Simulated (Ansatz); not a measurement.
**BeBH (singlet): the correlation ladder at distance B1–H3 = 1.462 Å, cc-pVDZ**

Aim: climb from Hartree-Fock through coupled cluster and multireference methods for BeBH (singlet) at one geometry and basis, and see what each rung misses.

Method: cc-pVDZ, core rule «outside noble gas», up to 2 orbitals frozen; program: Ansatz 0.2.0, Gaussian basis.

The runs, in order: UHF; CCSD(T) on RHF; CCSD(T) on UHF; BCCD(T) on RHF; CISD; CCSDT(Q) on RHF; CCSDT(Q) on UHF; CASSCF and MRCISD+Q, 2 electrons in 2 orbitals; CASSCF and NEVPT2, 2 electrons in 2 orbitals; CASSCF and MRCISD+Q, 6 electrons in 9 orbitals; CASSCF and NEVPT2, 6 electrons in 9 orbitals; Full CI.

19 further runs of the same task are left out: 14 that didn't finish, 5 set aside as unsound or not needed. Runs told in other sessions of the task aren't counted.

## Step 1: What is computed

The geometry derives from a PBE0/def2-TZVP stationary point (not a proven minimum). One bond is set to the value named and the two fragments are kept rigid.

3 atoms, charge 0, spin multiplicity 1.

Atoms are counted from 1 here; the program's logs count them from 0.

Bond lengths: B1–Be2 1.916 Å.

## Step 2: UHF

File in.yaml:

```yaml
crystal:
  periodic: [false, false, false]
  atoms:
    - {symbol: B, position_ang: [0.000000, -0.177701, 0.776719]}
    - {symbol: Be, position_ang: [0.000000, 0.103888, -1.118894]}
    - {symbol: H, position_ang: [0.000000, 0.977118, 1.673287]}
basis:
  gaussian: {orbitals: cc-pVDZ}
magnetization: {spin_polarized: true, initial_magnetization: 0}
hamiltonian: {xc: hf}
output: {orbitals: {seedname: orbitals}}
```

The run is started by

```
ansatz run in.yaml --threads 1 --pin off --events-out ev --progress --plain --max-ram 2393MiB
```

The runs that follow: CCSD(T) on RHF; CCSD(T) on UHF; BCCD(T) on RHF; CISD; CCSDT(Q) on RHF; CCSDT(Q) on UHF; CASSCF and MRCISD+Q, 2 electrons in 2 orbitals; CASSCF and NEVPT2, 2 electrons in 2 orbitals; CASSCF and MRCISD+Q, 6 electrons in 9 orbitals; CASSCF and NEVPT2, 6 electrons in 9 orbitals; Full CI.

**Question.** What will the summary of the whole plan be? Wanted: FCI from the RHF energy; RMP2 from FCI; UMP2 from FCI; RCCSD from FCI; RCCSD(T) from FCI; UCCSD(T) from FCI; RCCSDT(Q) from FCI; UCCSDT(Q) from FCI; NEVPT2 pair from FCI.

**Answer**, as computed:

| quantity | value |
| --- | --- |
| FCI from the RHF energy | -4.5795 eV |
| RMP2 from FCI | +33.84 kcal/mol |
| UMP2 from FCI | +23.89 kcal/mol |
| RCCSD from FCI | +6.91 kcal/mol |
| RCCSD(T) from FCI | +1.18 kcal/mol |
| UCCSD(T) from FCI | +3.31 kcal/mol |
| RCCSDT(Q) from FCI | +0.04 kcal/mol |
| UCCSDT(Q) from FCI | 0.00 kcal/mol |
| NEVPT2 pair from FCI | +20.69 kcal/mol |
| MRCISD+Q pair from FCI | +0.49 kcal/mol |
| NEVPT2 valence from FCI | +9.25 kcal/mol |
| levels within 1 kcal/mol (43 meV) | RCCSDT, UCCSDT, RCCSDT(Q), UCCSDT(Q), MRCISD+Q pair, MRCISD+Q valence |
| T1 diagnostic | 0.039 |
| effectively unpaired electrons | 0.88 |

What this shows: RCCSD(T) misses by +1.18 kcal/mol, 1.1 % of the correlation energy. CCSD(T) misses by +1.18 kcal/mol on the restricted determinant and by +3.31 kcal/mol on the unrestricted one; the two need not hold the same state or core. The occupations show strong static correlation (0.9 unpaired electrons where one determinant has 0). Coupled cluster on one determinant still stays close here. Of the multireference levels listed MRCISD+Q pair comes nearest in total energy (+0.49 kcal/mol), which doesn't show that its space is the better one. These misses are within one basis, not against nature.
